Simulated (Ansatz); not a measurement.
# TaTi: a single-point run

Aim: a sound single-point run of TaTi. The structure is shown as the input types it.

Program: Ansatz 0.2.0. Level of theory: DFT, PBEsol, PAW with Ansatz's default frozen-core files, scalar-relativistic. These are calculated values, not measurements.

**1. The starting structure**

Symmetry: Cmmm, No. 65, orthorhombic system. Conventional cell: a = 3.266 Å, b = 4.595 Å, c = 4.684 Å, α = 90.00°, β = 90.00°, γ = 90.00°. Ti (site symmetry mmm) has 4 Ti at 2.82 Å and 4 Ta at 2.86 Å as nearest neighbours. Ta (site symmetry mmm) has 4 Ta at 2.82 Å and 4 Ti at 2.86 Å as nearest neighbours.

The input asks for a charge of -4 e on the cell.

Structure file:

```cif
data_structure
_symmetry_space_group_name_H-M 'P 1'
_symmetry_Int_Tables_number 1
_cell_length_a 2.8186
_cell_length_b 2.8186
_cell_length_c 4.6841
_cell_angle_alpha 90.000
_cell_angle_beta 90.000
_cell_angle_gamma 109.196
_cell_volume 35.15
loop_
_atom_site_label
_atom_site_type_symbol
_atom_site_fract_x
_atom_site_fract_y
_atom_site_fract_z
_atom_site_occupancy
Ti1 Ti 0.50000 0.50000 0.50000 1
Ta1 Ta 0.00000 0.00000 0.00000 1
```

**2. Input and run**

Contents of input.yaml:

```yaml
crystal:
  lattice:
    - [1.632875675, -2.29749265, 0.0]
    - [1.632875675, 2.29749265, 0.0]
    - [0.0, 0.0, 4.68412869]
  atoms:
    - { symbol: Ti, position: [0.5, 0.5, 0.5], spin: 0.15 }
    - { symbol: Ta, position: [0.0, 0.0, 0.0], spin: 0.15 }
magnetization:
  spin_polarized: true
  initial_magnetization: 0.3
  spin_locking: { lock_magnetization: hard }
kpoints:
  mp_grid: { grid: [12, 12, 7] }
scf:
  occupations: { method: fermi_dirac, width: 0.05 }
  lower_state_search: "off"
  max_iter: 100
hamiltonian:
  xc: pbesol
  pseudopotentials: { kind: paw }
output:
  forces: true
  stress: true
  eigenvalues: true
total_charge: -4
```

On the command line:

```sh
$ ansatz run input.yaml --threads 1 --pin off --max-ram 3072MiB --backend cpu --events-out ev --progress --plain --runs-dir out
```

What happens when this is run?

This run ends as converged, with warnings (stress scf threshold loose). It gives a pressure of -116 GPa, which is large.

The suspect setting: total_charge is -4. The net charge is not the one intended, so the run treats another number of electrons.

The test: delete total_charge (the default then holds).
